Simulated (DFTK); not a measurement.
The system is HPbNO4.

```
CELL_PARAMETERS angstrom
3.85707 0.00178 -0.03658
0.17353 4.33436 -0.01647
0.75803 0.83873 5.87662
ATOMIC_POSITIONS crystal
H 0.61511 0.89559 0.19844
Pb 0.64597 0.44651 0.91685
N 0.71474 0.23810 0.50058
O 0.16958 0.47007 0.77768
O 0.62919 0.97045 0.49845
O 0.56424 0.92583 0.03849
O 0.78022 0.42250 0.31951
```

The cell was built by a generator and needn't be a form met in nature.

Base run:

```yaml
Program: DFTK 0.8.2
Functional: PBE
Potentials_or_basis: dojo.nc.sr.pbe.v0_4_1.standard.upf (PBE)
Cutoff: 1143 eV
k_mesh: 5 × 4 × 4
Occupations: fermi-dirac, width 0.05 eV
Spin: no spin polarisation
```

Its results: band gap on the k mesh 0.26 eV, indirect (least direct gap 0.46 eV); pressure 0.3 GPa; largest force 0.199 eV/Å.

**Question.** The run is repeated on the same cell with these changes: k mesh from 5 × 4 × 4 to 5 × 4 × 3; occupations from fermi-dirac, width 0.05 eV to fermi-dirac, width 0.1 eV. What comes out?

**Answer.** Band gap on the k mesh 0.56 eV, indirect (least direct gap 0.92 eV); pressure 0.3 GPa; largest force 0.202 eV/Å.

Caveats: spin-orbit coupling is left out, which as a rule narrows the gap of such compounds by several tenths of an eV; an odd mesh through Γ misses points on the zone boundary, where band edges often lie (some runs).
